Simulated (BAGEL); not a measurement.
**HF/6-31G(d) (density fitting with qzvpp-jkfit, spherical functions) run of SiH2BrCl (SMILES Cl[SiH2]Br)**

Aim: the vertical electron affinity of SiH2BrCl at HF/6-31G* (density fitting with qzvpp-jkfit, spherical functions), from 2 runs. 

The calculation is run with BAGEL 1.2.2.

5 further runs of the same task are left out: 3 that didn't finish, 2 set aside as unsound or not needed. Runs told in other sessions of the task aren't counted.

## 1. The structure to begin with

SiH2BrCl has 5 atoms, charge 0, and is taken as a singlet. As SMILES, `Cl[SiH2]Br`. The shape is that of a PBE0-D4/def2-TZVP optimisation.

Bond lengths: Cl1–Si2 2.041 Å, Si2–Br3 2.206 Å, Si2–H4 1.476 Å, Si2–H5 1.476 Å. Angles: Cl1–Si2–Br3 110.4°, Cl1–Si2–H4 108.5°, Cl1–Si2–H5 108.5°, Br3–Si2–H4 108.4°, Br3–Si2–H5 108.4°, H4–Si2–H5 112.6°.

## 2. A single-point energy at HF/6-31G(d) (density fitting with qzvpp-jkfit, spherical functions)

Contents of input.json:

```json
{ "bagel": [

{
  "title": "molecule",
  "basis": "6-31gs.json",
  "df_basis": "qzvpp-jkfit",
  "angstrom": "true",
  "geometry": [
    { "atom": "Cl", "xyz": [   -0.904200,   -0.544800,    1.665700 ] },
    { "atom": "Si", "xyz": [    0.152700,   -0.085700,   -0.018800 ] },
    { "atom": "Br", "xyz": [   -0.989600,    1.311700,   -1.287400 ] },
    { "atom": "H", "xyz": [    0.379800,   -1.327700,   -0.782900 ] },
    { "atom": "H", "xyz": [    1.411100,    0.572900,    0.382100 ] }
  ]
},
{
  "title": "hf"
},
{
  "title": "print",
  "file": "orbitals.molden",
  "orbitals": "true"
}

]}
```

The basis set 6-31G* is read from a file made from the Basis Set Exchange's data (not shown).

Started as:

```bash
$ BAGEL_NUM_THREADS=1 BAGEL input.json > input.out
```

Log:

```text
* using 1 threads per process

  ===============================================================
  ===============================================================

  *** Geometry ***

  { "atom" : "Cl", "xyz" : [     -1.708690,     -1.029523,      3.147717 ] },
  { "atom" : "Si", "xyz" : [      0.288561,     -0.161950,     -0.035527 ] },
  { "atom" : "Br", "xyz" : [     -1.870073,      2.478754,     -2.432833 ] },
  { "atom" : "H", "xyz" : [      0.717718,     -2.508989,     -1.479467 ] },
  { "atom" : "H", "xyz" : [      2.666593,      1.082624,      0.722064 ] },

  Number of auxiliary basis functions:      558

  Since a DF basis is specified, we compute 2- and 3-index integrals:
    o Being stored without compression. Storage requirement is 0.023 GB

  Number of basis functions:       72
  Number of electrons      :       68

    * METHOD: MOLECULE                             0.36

  *** RHF ***

  === Nuclear Repulsion ===
   298.2817278003

      * DIIS with orbital gradients will be used.

  === RHF iteration (6-31gs.json) ===
      0      -3321.68895596          0.00942344           0.12
      1      -3321.74428613          0.00435825           0.11
      2      -3321.75466380          0.00083966           0.12
      3      -3321.75521664          0.00017468           0.12
      4      -3321.75523981          0.00004581           0.12
      5      -3321.75524206          0.00001380           0.11
      6      -3321.75524229          0.00000363           0.11
      7      -3321.75524230          0.00000070           0.11
      8      -3321.75524230          0.00000018           0.12
      9      -3321.75524230          0.00000005           0.12
     10      -3321.75524230          0.00000002           0.12
     11      -3321.75524230          0.00000001           0.12
    * SCF iteration converged.

    * Permanent dipole moment:
           (   -0.636451,     0.238948,     0.173521) a.u.

    * METHOD: HF                                   1.70

    * METHOD: PRINT                                0.01

  ===============================================================
```

Wall time 2.2 s (1 thread of Arm Neoverse V1, shared host); peak memory 0.13 GiB.

## 3. The doublet anion, same level

Contents of hf.json:

```json
{ "bagel" : [

{
  "title" : "molecule",
  "basis" : "6-31gs.json",
  "df_basis" : "qzvpp-jkfit",
  "angstrom" : true,
  "geometry" : [
    { "atom" : "Cl", "xyz" : [   -0.904200,   -0.544800,    1.665700 ] },
    { "atom" : "Si", "xyz" : [    0.152700,   -0.085700,   -0.018800 ] },
    { "atom" : "Br", "xyz" : [   -0.989600,    1.311700,   -1.287400 ] },
    { "atom" : "H", "xyz" : [    0.379800,   -1.327700,   -0.782900 ] },
    { "atom" : "H", "xyz" : [    1.411100,    0.572900,    0.382100 ] }
  ]
},
{
  "title" : "uhf",
  "charge" : -1,
  "nopen" : 1
},
{
  "title" : "print",
  "file" : "orbitals.molden",
  "orbitals" : true
}

]}
```

The basis set 6-31G* is read from a file made from the Basis Set Exchange's data (not shown).

Started as:

```bash
$ BAGEL_NUM_THREADS=1 BAGEL hf.json > hf.out
```

Log:

```text
* using 1 threads per process

  ===============================================================
  ===============================================================

  *** Geometry ***

  { "atom" : "Cl", "xyz" : [     -1.708690,     -1.029523,      3.147717 ] },
  { "atom" : "Si", "xyz" : [      0.288561,     -0.161950,     -0.035527 ] },
  { "atom" : "Br", "xyz" : [     -1.870073,      2.478754,     -2.432833 ] },
  { "atom" : "H", "xyz" : [      0.717718,     -2.508989,     -1.479467 ] },
  { "atom" : "H", "xyz" : [      2.666593,      1.082624,      0.722064 ] },

  Number of auxiliary basis functions:      558

  Since a DF basis is specified, we compute 2- and 3-index integrals:
    o Being stored without compression. Storage requirement is 0.023 GB

  Number of basis functions:       72
  Number of electrons      :       68

    * METHOD: MOLECULE                             0.36

  *** Open-shell HF ***

  === Nuclear Repulsion ===
   298.2817278003

      * DIIS with orbital gradients will be used.

  === UHF iteration (6-31gs.json) ===
      0      -3321.60085052          0.01463031           0.25
      1      -3321.65217583          0.00724273           0.24
      2      -3321.65951296          0.00359117           0.24
      3      -3321.66114682          0.00052985           0.24
      4      -3321.66181138          0.00026251           0.24
      5      -3321.66204320          0.00017514           0.24
      6      -3321.66232593          0.00009298           0.24
      7      -3321.66238271          0.00006987           0.24
      8      -3321.66241390          0.00005926           0.24
      9      -3321.66245907          0.00005009           0.24
     10      -3321.66249109          0.00004428           0.24
     11      -3321.66257131          0.00003392           0.24
     12      -3321.66262108          0.00003299           0.24
     13      -3321.66262158          0.00003254           0.25
     14      -3321.66262656          0.00003405           0.24
     15      -3321.66262219          0.00002139           0.24
     16      -3321.66263262          0.00001930           0.25
     17      -3321.66263620          0.00000794           0.24
     18      -3321.66263826          0.00000464           0.24
     19      -3321.66263860          0.00000207           0.24
     20      -3321.66263860          0.00000128           0.24
     21      -3321.66263865          0.00000057           0.24
     22      -3321.66263865          0.00000024           0.24
     23      -3321.66263865          0.00000005           0.24
     24      -3321.66263865          0.00000002           0.28
     25      -3321.66263865          0.00000001           0.23
    * SCF iteration converged.

    * S^2 (UHF) is 0.7596

    * Permanent dipole moment:
           (    0.281765,    -0.369226,     0.353014) a.u.

    * METHOD: UHF                                  6.64

    * METHOD: PRINT                                0.01

  ===============================================================
```

Wall time 7.2 s (1 thread of Arm Neoverse V1, shared host); peak memory 0.13 GiB.

## 4. What came out

Level: HF/6-31G* (density fitting with qzvpp-jkfit, spherical functions).

| quantity | value |
| --- | --- |
| singlet SiH2BrCl: total energy | -3321.75524 Eh |
| singlet SiH2BrCl: dipole moment | 1.78 D |
| singlet SiH2BrCl: HOMO energy | -11.72 eV |
| singlet SiH2BrCl: LUMO energy | 3.02 eV |
| singlet SiH2BrCl: HOMO–LUMO gap | 14.74 eV |
| doublet anion: total energy | -3321.66264 Eh |
| doublet anion: ⟨S²⟩ | 0.760 |
| vertical electron affinity (to the doublet anion) | -2.520 eV |

In words: The anion lies 2.52 eV (243 kJ/mol) above the neutral: the electron isn't bound at this level, and such a value depends on the basis. Without diffuse functions anions come out too high. Hartree–Fock misses the correlation that binds many anions.
